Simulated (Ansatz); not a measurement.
# CH4Cl2Si: the cost of one run

Method: RKS PBE/6-31G*, in Ansatz 0.2.0.

**1. Starting point**

Bond lengths: Si1–H2 1.660 Å, Si1–Cl3 2.330 Å, Si1–C4 1.869 Å, C4–H5 1.110 Å, C4–H6 1.110 Å, C4–H7 1.110 Å, Si1–Cl8 2.128 Å. Angles: H2–Si1–Cl3 52.9°, H2–Si1–C4 119.6°, H2–Si1–Cl8 119.6°, Cl3–Si1–C4 122.4°, Cl3–Si1–Cl8 122.4°, C4–Si1–Cl8 109.5°, Si1–C4–H5 109.5°, Si1–C4–H6 109.5°, Si1–C4–H7 109.5°, H5–C4–H6 109.4°, H5–C4–H7 109.4°, H6–C4–H7 109.4°.

Coordinates:

```xyz
8

Si    0.0000    0.0000    0.0000
H     0.6625    0.0000    1.5220
Cl    2.2646    0.0000    0.5484
C    -0.8808    1.5259   -0.6227
H    -1.9334    1.2723   -0.8671
H    -0.8624    2.3106    0.1622
H    -0.3704    1.9025   -1.5336
Cl   -1.0032   -1.7381   -0.7093
```

**2. A restrained relaxation towards end A**

Springs on the bonds that form and break draw the guess towards this end; the thresholds are loose.

input.yaml

```yaml
crystal:
  periodic: [false, false, false]
  atoms:
    - { symbol: Si, position_ang: [0.0, 0.0, 0.0] }
    - { symbol: H, position_ang: [0.6625, 0.0, 1.522] }
    - { symbol: Cl, position_ang: [2.2646, 0.0, 0.5484] }
    - { symbol: C, position_ang: [-0.8808, 1.5259, -0.6227] }
    - { symbol: H, position_ang: [-1.9334, 1.2723, -0.8671] }
    - { symbol: H, position_ang: [-0.8624, 2.3106, 0.1622] }
    - { symbol: H, position_ang: [-0.3704, 1.9025, -1.5336] }
    - { symbol: Cl, position_ang: [-1.0032, -1.7381, -0.7093] }
basis:
  gaussian: { orbitals: "6-31G*" }
hamiltonian:
  xc: pbe
relax:
  f_tol: 0.15
  max_steps: 25
  restrain:
    - { distance: [1, 2], at: 2.57, k: 30.0 }
    - { distance: [0, 1], at: 1.46, k: 30.0 }
    - { distance: [0, 2], at: 2.13, k: 30.0 }
```

Run with:

```sh
$ ansatz run input.yaml --threads 1 --pin off --max-ram 2048MiB --backend cpu --events-out ev --progress --plain --runs-dir out
```

What time and memory should one allow on 1 thread of Arm Neoverse V1, shared host?

About 25 s, with a peak of 0.12 GiB.
